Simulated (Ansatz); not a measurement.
**C3H6Zn: one species, many methods**

An exercise on one series of results from a longer session: the logs are not shown, and one member is left open.

Computed with Ansatz 0.2.0, Gaussian basis. Level: functionals in def2-TZVPP, the program's frozen cores in correlated methods.

Plan: PBE-D4, r2SCAN-D4, PBE0-D4, B3LYP-D4, ωB97X-V, ωB97M-V, B2PLYP; CCSD(T)/def2-TZVPP; MP2/def2-QZVPP; extrapolation to the limit.

### Structure used throughout

An earlier PBE0-D4 in a triple-zeta def2 set relaxation fixed the geometry.

10 atoms, charge 0, spin multiplicity 1.

Atoms are counted from 1 here; the program's logs count them from 0.

Bond lengths: C1–C2 1.326 Å, C1–H5 1.086 Å, C1–H6 1.084 Å, C2–C3 1.489 Å, C2–H7 1.088 Å, C3–H8 1.094 Å, C3–H9 1.096 Å, C3–H10 1.092 Å. Angles: C2–C1–H5 121.4°, C2–C1–H6 121.6°, H5–C1–H6 117.0°, C1–C2–C3 125.1°, C1–C2–H7 118.7°, C3–C2–H7 116.2°, C2–C3–H8 111.1°, C2–C3–H9 110.9°, C2–C3–H10 111.5°, H8–C3–H9 106.6°, H8–C3–H10 108.4°, H9–C3–H10 108.2°.

Set-up of the first run:

in.yaml reads:

```yaml
crystal:
  periodic: [false, false, false]
  atoms:
    - {symbol: C, position_ang: [-0.979918, 0.858744, -0.442778]}
    - {symbol: C, position_ang: [-0.328026, 0.280320, 0.556946]}
    - {symbol: C, position_ang: [0.297899, -1.069164, 0.502296]}
    - {symbol: Zn, position_ang: [2.427189, 1.124665, -1.858423]}
    - {symbol: H, position_ang: [-1.112134, 0.357563, -1.396999]}
    - {symbol: H, position_ang: [-1.407680, 1.849620, -0.344318]}
    - {symbol: H, position_ang: [-0.222215, 0.822049, 1.495020]}
    - {symbol: H, position_ang: [-0.107617, -1.723465, 1.280262]}
    - {symbol: H, position_ang: [1.377491, -1.005983, 0.677902]}
    - {symbol: H, position_ang: [0.138113, -1.545648, -0.466810]}
basis:
  gaussian: {orbitals: def2-TZVPP}
hamiltonian: {xc: pbe, dispersion: d4}
output: {forces: true, orbitals: {seedname: orbitals}}
```

Command:

```sh
$ ansatz run in.yaml --threads 4 --pin off --events-out ev --progress --plain --max-ram 10444MiB
```

Among the steps run: PBE-D4 (GGA); r2SCAN-D4 (meta-GGA); PBE0-D4 (hybrid); B3LYP-D4 (hybrid); ωB97X-V (range-separated); ωB97M-V (range-separated); B2PLYP (double hybrid); CCSD(T) in def2-TZVPP; MP2 in def2-QZVPP.

One of the session's tables, all rows but one given; the rest of the session is left out.

```
            method  atomisation energy (kJ/mol)
            PBE-D4                       3677.3
         r2SCAN-D4                       3611.0
           PBE0-D4                       3629.7
          B3LYP-D4                       3619.7
           ωB97X-V                       3599.6
           ωB97M-V                       3611.5
            B2PLYP                       3575.9
     HF/def2-TZVPP                            ?
    MP2/def2-TZVPP                       3557.8
   CCSD/def2-TZVPP                       3483.1
CCSD(T)/def2-TZVPP                       3527.4
           MP2/CBS                       3632.9
       CCSD(T)/CBS                       3602.5
```

Q: Estimate the row for HF/def2-TZVPP from the others.

**Answer.** atomisation energy (kJ/mol): 2732.1. In the column «atomisation energy (kJ/mol)» it is the lowest.

Caveats from the session: Free atoms (3 C, 1 Zn, 6 H) were run apart at each level; the atomisation energy is their sum less the molecule, without zero-point or spin-orbit terms.
